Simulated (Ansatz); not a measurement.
# CH3BrFGaO: the cost of one run

Program: Ansatz 0.2.0. Level of theory: RKS PBE0-D4/def2-SVP. These are calculated values, not measurements.

## 1. Starting geometry

SMILES `C[O][Ga]([F])[Br]`, 8 atoms, charge 0, spin multiplicity 1.

Atoms are counted from 1 here; the program's logs count them from 0.

Bond lengths: C1–O2 1.425 Å, C1–H6 1.112 Å, C1–H7 1.112 Å, C1–H8 1.112 Å, O2–Ga3 1.783 Å, Ga3–F4 1.766 Å, Ga3–Br5 2.267 Å. Angles: O2–C1–H6 109.4°, O2–C1–H7 113.5°, O2–C1–H8 109.7°, H6–C1–H7 108.1°, H6–C1–H8 107.9°, H7–C1–H8 108.0°, C1–O2–Ga3 121.3°, O2–Ga3–F4 117.5°, O2–Ga3–Br5 122.0°, F4–Ga3–Br5 120.5°.

As a file:

```
atom    x (Å)    y (Å)    z (Å)
  C1  -0.4114  -0.5017   1.1482
  O2  -0.2187   0.6948   0.3991
 Ga3   0.4424   0.6558  -1.2563
  F4   0.8862  -0.9190  -1.9205
 Br5   0.7172   2.5421  -2.4833
  H6   0.1251  -0.4198   2.1188
  H7  -0.0472  -1.4146   0.6280
  H8  -1.4936  -0.6377   1.3659
```

This geometry comes from a loose relaxation at PBE in a small basis, which is not shown.

## 3. The grid

The axes are (1) dihedral C1–O2–Ga3–F4: 9 values from −180 to 140 °, periodic; (2) dihedral H6–C1–O2–Ga3: 9 values from 31.0 to 211.0 °.

Nothing else is relaxed (all other coordinates rigid). Energies count from the relaxed molecule at the same level. Points are written as (first, second).

(The set-up runs are not shown.)

## 4. The run at (−20°, 166.0°)

Contents of input.yaml:

```yaml
crystal:
  periodic: [false, false, false]
  atoms:
    - { symbol: C, position_ang: [-0.417291, -0.500353, 1.144819] }
    - { symbol: O, position_ang: [-0.236474, 0.657074, 0.365048] }
    - { symbol: Ga, position_ang: [-0.666842, 0.768782, -1.336344] }
    - { symbol: F, position_ang: [-0.843559, -0.723815, -2.224989] }
    - { symbol: Br, position_ang: [-0.986193, 2.740115, -2.367777] }
    - { symbol: H, position_ang: [0.148601, -0.406603, 2.087125] }
    - { symbol: H, position_ang: [-0.087924, -1.424846, 0.639331] }
    - { symbol: H, position_ang: [-1.48424, -0.613432, 1.401308] }
basis:
  gaussian: { orbitals: def2-SVP }
hamiltonian:
  xc: pbe0
  dispersion: d4
output:
  forces: true
```

The run is started by

```console
$ ansatz run input.yaml --threads 1 --pin off --max-ram 2560MiB --backend cpu --events-out ev --progress --plain --runs-dir out
```

**Question.** How long does this run take on 1 thread of Arm Neoverse V2, shared host, and how much memory does it need?

About 6 s, with a peak of 0.3 GiB.
